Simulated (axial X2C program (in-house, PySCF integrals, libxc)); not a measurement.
**A two-component session on SnTi: properties at the nuclei**

Wanted for SnTi: properties at the nuclei, at the two-component level.

The runs use an in-house X2C program for linear molecules on PySCF integrals; two-component X2C with atomic mean-field terms, Sn dyall-cv3z, Ti dyall-cv3z.

All values are calculated.

## (1) Set-up

File task.json:

```json
{
 "zs": [
  50,
  22
 ],
 "q": 0,
 "bas": [
  "dyall-cv3z",
  "dyall-cv3z"
 ],
 "r0": 2.76,
 "levels": [
  "PBE0",
  "HF",
  "BHandHLYP",
  "PBE50",
  "B3LYP"
 ],
 "nst": 3
}
```

Keys: zs atomic numbers; q charge; bas basis sets; r0 starting distance in Å; levels methods (HF also brings MP2); nst determinants followed.

The run is started by

```
> python soeom.py task.json out
```

The runs that follow: Expectation values, lowest determinant; Expectation values, a higher determinant; Expectation values, a higher determinant.

**Question.** What will these runs give? Wanted: lowest determinant; Eeff magnitude; Ws magnitude Sn; A∥/gI Sn; qzz Sn; higher determinant (for each run or level that gives them).

**Answer**, as computed:

| quantity | value |
| --- | --- |
| lowest determinant | Ω = 4 (excess of +ω over −ω: ω = 3/2, ω = 5/2) |
| Eeff magnitude (GV/cm), PBE0 | 1.35 |
| Ws magnitude Sn (kHz), PBE0 | 0.246 |
| A∥/gI Sn (MHz), PBE0 | -173 |
| qzz Sn (a.u.), PBE0 | -3.31 |
| higher determinant | Ω = 2 (excess of +ω over −ω: 2 × ω = 1/2, ω = -3/2, ω = 5/2) |
| Eeff magnitude (GV/cm), PBE0, higher determinant | 2.95 |
| Ws magnitude Sn (kHz), PBE0, higher determinant | 0.852 |
| A∥/gI Sn (MHz), PBE0, higher determinant | 326 |
| qzz Sn (a.u.), PBE0, higher determinant | -1.99 |
| higher determinant | Ω = 3 (excess of +ω over −ω: ω = 1/2, ω = 5/2) |
| Eeff magnitude (GV/cm), PBE0, higher determinant | 1.05 |
| Ws magnitude Sn (kHz), PBE0, higher determinant | 0.153 |
| A∥/gI Sn (MHz), PBE0, higher determinant | 141 |
| qzz Sn (a.u.), PBE0, higher determinant | -3.24 |

**Reading.** In the first state, the effective field runs from 1.35 to 9.74 GV/cm over the mean-field levels, so the levels don't agree on it. The expectation values come from single determinants, which for open shells can mix terms of unlike spin or miss the lowest Ω, so a determinant need not be a state. Eeff is the effective electric field on the electron dipole moment in this Ω state and Ws the scalar–pseudoscalar constant (defined with the proton number Z and per Ω); A∥ is the parallel hyperfine constant, which follows by multiplying with the nuclear g factor gI = μI/(I μN); qzz is the electric field gradient, eQq0 = 234.96 MHz × Q/barn × qzz; μ is positive if Ti is the positive end. The operators were transformed with the bare-nucleus X2C matrices.
